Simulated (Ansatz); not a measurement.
**H₅O₂PSi: basis-set convergence**

An exercise on one series of results from a longer session: the logs are not shown, and one member is left open.

Program: Ansatz 0.2.0, Gaussian basis. Level of theory: one geometry, several basis sets. These are calculated values, not measurements.

Plan: PBE0-D4/def2-SVP; ωB97M-V/def2-SVP; PBE0-D4/def2-QZVPP; ωB97M-V/def2-QZVPP; the functionals' def2-TZVPP values are taken from earlier runs.

## The geometry

An earlier PBE0-D4 in a triple-zeta def2 set relaxation fixed the geometry.

SMILES `O[SiH2]OP`, 9 atoms, charge 0, spin multiplicity 1.

Atoms are counted from 1 here; the program's logs count them from 0.

Bond lengths: O1–Si2 1.637 Å, O1–H5 0.958 Å, Si2–O3 1.647 Å, Si2–H6 1.486 Å, Si2–H7 1.473 Å, O3–P4 1.646 Å, P4–H8 1.424 Å, P4–H9 1.424 Å. Angles: Si2–O1–H5 118.2°, O1–Si2–O3 112.6°, O1–Si2–H6 109.8°, O1–Si2–H7 106.9°, O3–Si2–H6 108.4°, O3–Si2–H7 105.8°, H6–Si2–H7 113.3°, Si2–O3–P4 125.8°, O3–P4–H8 98.7°, O3–P4–H9 98.7°, H8–P4–H9 92.2°.

Set-up of the first run:

File in.yaml:

```yaml
crystal:
  periodic: [false, false, false]
  atoms:
    - {symbol: O, position_ang: [-0.307899, 1.144280, -1.642907]}
    - {symbol: Si, position_ang: [0.817663, 0.561951, -0.606418]}
    - {symbol: O, position_ang: [0.302435, -0.778051, 0.201775]}
    - {symbol: P, position_ang: [-0.942202, -0.834855, 1.277569]}
    - {symbol: H, position_ang: [-0.998706, 1.706859, -1.290590]}
    - {symbol: H, position_ang: [1.170561, 1.605264, 0.391284]}
    - {symbol: H, position_ang: [1.964493, 0.123467, -1.421101]}
    - {symbol: H, position_ang: [-0.305873, -1.590906, 2.302551]}
    - {symbol: H, position_ang: [-1.611970, -1.984309, 0.770637]}
basis:
  gaussian: {orbitals: def2-SVP}
hamiltonian: {xc: pbe0, dispersion: d4}
output: {orbitals: {seedname: orbitals}}
```

Among the steps run: PBE0-D4 in def2-SVP; ωB97M-V in def2-SVP; PBE0-D4 in def2-QZVPP; ωB97M-V in def2-QZVPP.

One of the session's tables, all rows but one given; the rest of the session is left out.

| functional | basis | HOMO (eV) | LUMO (eV) |
| --- | --- | --- | --- |
| PBE0-D4 | def2-SVP | ? | ? |
| PBE0-D4 | def2-TZVPP | -7.30 | -0.34 |
| PBE0-D4 | def2-QZVPP | -7.33 | -0.47 |
| ωB97M-V | def2-SVP | -9.44 | 2.24 |
| ωB97M-V | def2-TZVPP | -9.54 | 1.52 |
| ωB97M-V | def2-QZVPP | -9.57 | 1.23 |

**Question.** Estimate the row for PBE0-D4, def2-SVP.

As computed: HOMO (eV): -7.22; LUMO (eV): 0.21. In the column «HOMO (eV)» it is the highest.
